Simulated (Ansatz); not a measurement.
# BAs, space group F-43m: a charge-density difference against the sublattices

With the Ansatz DFT code, driven from Python.

At the Python prompt:
```pycon
>>> from dataclasses import dataclass
>>> import ansatz as az
>>> import numpy as np
>>> @dataclass
... class RunConfig:
...     filling: str = "Fermi-Dirac"
...     sigma: float = 0.1
...     functional: str = "lda"
...     tolerance: float = 1e-06
...     n_empty: int = 8
...     ecut: int = 460
...     kmesh: tuple[int, ...] = (6, 6, 6)
...
>>> cfg = RunConfig()
>>> vectors0 = np.array([
...     [0.0, 2.3885, 2.3885],
...     [2.3885, 0.0, 2.3885],
...     [2.3885, 2.3885, 0.0],
... ])
>>> sites = [
...     ("B", (0.0, 0.0, 0.0)),
...     ("As", (0.25, 0.25, 0.25)),
... ]
>>> def crystal_on(cell):
...     crystal = az.Crystal(lattice=az.Lattice.of(cell))
...     for symbol, position in sites:
...         crystal = crystal.atom(symbol, position)
...     return crystal
...
>>> def solve(crystal):
...     return (
...         crystal.calculation()
...         .occupations(cfg.filling, width=cfg.sigma)
...         .functional(cfg.functional)
...         .scf(tolerance=cfg.tolerance, extra_bands=cfg.n_empty, lower_state_search="standard")
...         .basis(cfg.ecut, grid_basis="typed")
...         .kpoints(*cfg.kmesh)
...         .density()
...         .run(threads=1)
...     )
...
>>> whole = solve(crystal_on(vectors0))

>>> difference = whole.density().channels[0].density_e_per_ang3.copy()
>>> binding = whole.report["free_energy_ev"]
>>> for element in ["B", "As"]:
...     part = az.Crystal(lattice=az.Lattice.of(vectors0))
...     for symbol, position in sites:
...         if symbol == element:
...             part = part.atom(symbol, position)
...     alone = solve(part)
...     difference -= alone.density().channels[0].density_e_per_ang3
...     binding -= alone.report["free_energy_ev"]
...     print(f"{element} sublattice: {alone.report['n_electrons']:g} electrons, {alone.report['n_iterations']} iterations")
...
B sublattice: 3 electrons, 6 iterations
As sublattice: 15 electrons, 6 iterations
>>> voxel = abs(np.linalg.det(vectors0)) / difference.size
>>> print(f"energy of the crystal less its unpolarised sublattices: {binding / len(sites):.4f} eV/atom")
energy of the crystal less its unpolarised sublattices: -3.1988 eV/atom
>>> print(f"net charge of the difference {difference.sum() * voxel:.5f} e, charge moved {0.5 * np.abs(difference).sum() * voxel:.3f} e")
net charge of the difference -0.00000 e, charge moved 0.585 e
>>> print(f"extremes {difference.min():.4f} and {difference.max():.4f} e/A^3")
extremes -0.1228 and 0.2295 e/A^3
>>> for (symbol, position) in sites:
...     index = tuple(int(round(p * n)) % n for p, n in zip(position, difference.shape))
...     print(f"  change of the pseudo-density at the grid point nearest {symbol}: {difference[index]:+.4f} e/A^3")
...
  change of the pseudo-density at the grid point nearest B: -0.1228 e/A^3
  change of the pseudo-density at the grid point nearest As: +0.1303 e/A^3
>>> profile = difference.mean(axis=(0, 1))
>>> print("planar mean along the third vector:", np.round(profile[:: max(len(profile) // 12, 1)], 4))
planar mean along the third vector: [ 0.0253  0.0444  0.0373  0.0112 -0.0184 -0.0328 -0.0254 -0.0129 -0.0087
 -0.011  -0.0103  0.0013]
```

What to keep in mind:
- The settings weren't tested for convergence.
- The fields are valence quantities on the plane-wave grid; their values near the nuclei depend on the potentials.
- The starting cell is as deposited in a crystallographic database; the results hold for this polymorph, which needn't be the stable one.
- Charge moved counts every rearrangement, bonding and polarisation too, and is no transfer between atoms; the bare sublattices are artificial references. Values near the nuclei depend on the potentials.
- It ran for 1.9 s on 1 thread of Arm Neoverse V2, with other jobs on the host, peak memory 0.33 GiB.

(Lines on the test bed's own set-up are left out of the output.)
